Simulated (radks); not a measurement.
**Spin polarisation of the 3d shell in V³⁺**

One table from this session's results is given with a row withheld; the runs are named, their logs left out.

Method: scalar-relativistic Kohn-Sham, r2SCAN, spin-polarised, spherical densities, finite nucleus. Code: radks (a radial shooting solver on a logarithmic mesh, Libxc functionals) version 1.

### Starting point

| Item | Value |
| --- | --- |
| element | vanadium (Z = 23) |
| charge | +3 |
| electrons | 20 |
| configuration | [Ar] 3d(up 1, down 1) |
| nuclear rms radius | 3.6002 fm |

A shell typed twice in an input gives spin up, then spin down.

The first run:

Settings of this run:

```text
Z 23
configuration [Ar] 3d1 3d1
relativity scalar-relativistic
functional r2scan,r2scan
spin polarised
nucleus finite rms 3.6002 fm
c 137.035999084
```

Steps of the session up to this table: No moment.

One of the session's tables, all rows but one given; the rest of the session is left out.

It belongs to the step «No moment». From the orbitals of this run (lengths in bohr):

```
level      <r>  outermost maximum (interpolated)  90 % within  nodes
   1s  0.06645                            0.0435        0.119      0
   2s   0.3074                             0.255        0.477      1
   2p   0.2738                             0.208        0.449      0
   3s   0.9378                             0.816         1.40      2
   3p        ?                                 ?            ?      ?
   3d    1.175                             0.857         1.94      0
```

Estimate the missing values for 3p.

**Answer.** <r>: 0.9942; outermost maximum (interpolated): 0.840; 90 % within: 1.52; nodes: 1. In the column «<r>» it lies between 3s (0.9378) and 3d (1.175).
